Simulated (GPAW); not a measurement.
Ti3Se:

```
CELL_PARAMETERS angstrom
3.19745 0.00000 0.00000
-1.59872 2.76907 0.00000
0.00000 0.00000 7.94275
ATOMIC_POSITIONS crystal
Se 0.00000 0.00000 0.00000
Ti 0.66667 0.33333 0.50000
Ti 0.33333 0.66667 0.77290
Ti 0.33333 0.66667 0.22710
```

The cell comes from a database or a generator and needn't be the stable form of this composition.

Base run:

```yaml
Program: GPAW 26.7.0
Functional: PBEsol
Potentials_or_basis: PAW data sets generated in the run's folder for this functional
Cutoff: 600 eV
Basis: pw
k_mesh: 7 × 7 × 3
Occupations: fermi-dirac, width 0.05 eV
Spin: no spin polarisation
Hubbard_terms: Ti d U = 4 eV
```

Its results: pressure -0.2 GPa; largest force 0.198 eV/Å.

Problem. The run is repeated on the same cell with these changes: hubbard terms from Ti d U = 4 eV to none. What comes out?

Solution. Pressure -4.6 GPa; largest force 0.106 eV/Å.

Caveats: U without spin polarisation on a metal has little footing (some runs).
